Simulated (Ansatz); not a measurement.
**SnSe: single point with PBEsol+D3(BJ)**

SnSe:

```
CELL_PARAMETERS angstrom
0.00000 3.01000 3.01000
3.01000 0.00000 3.01000
3.01000 3.01000 0.00000
ATOMIC_POSITIONS crystal
Sn 0.00000 0.00000 0.00000
Se 0.50000 0.50000 0.50000
```

Measurements of this composition are mostly on another form, of space group No. 62.

```yaml
Program: Ansatz 0.2.0
Task: single point
Functional: PBEsol
Dispersion: D3(BJ)
Potentials_or_basis: PseudoDojo stringent (PBEsol files)
Cutoff: 1415 eV
Density_cutoff: 5660 eV
k_mesh: 8 × 8 × 8
Occupations: fermi-dirac, width 0.025 eV
Spin: collinear spin, ferromagnetic start
Starting_moments: "[0.5, 0.0] μB"
```

- Pressure: -3.8 GPa
- Band gap on the k mesh: 0.65 eV, direct
- Net moment: 0.00 μB per cell
- Absolute moment: 0.00 μB per cell

Levels at points of the mesh, in eV from the valence-band top:
Spin up:
| k point | band 20 | band 21 | band 22 | band 23 | band 24 | band 25 | band 26 | band 27 |
| --- | --- | --- | --- | --- | --- | --- | --- | --- |
| (0.00, 0.00, 0.00) | -5.03 | -2.10 | -2.10 | -2.10 | 4.37 | 4.37 | 4.37 | 5.90 |
| (0.00, 0.00, -0.50) | -7.99 | -1.85 | -1.85 | 0.00 | 0.65 | 1.30 | 1.30 | 8.20 |
| (0.00, -0.50, -0.50) | -5.96 | -5.42 | -3.56 | -3.56 | 3.01 | 5.41 | 5.41 | 6.01 |
Spin down:
```tsv
k point	band 21	band 22	band 23	band 24	band 25	band 26
(0.00, 0.00, 0.00)	-2.10	-2.10	-2.10	4.37	4.37	4.37
(0.00, 0.00, -0.50)	-1.85	-1.85	0.00	0.65	1.30	1.30
(0.00, -0.50, -0.50)	-5.42	-3.56	-3.56	3.01	5.41	5.41
```

Wall time 35 s on 1 thread of Arm Neoverse V1, on a shared host, peak memory 0.67 GiB.

Caveat: spin-orbit coupling is left out, which moves the levels of the heavy elements; the starting moments weren't kept. A k mesh can miss the band edges.
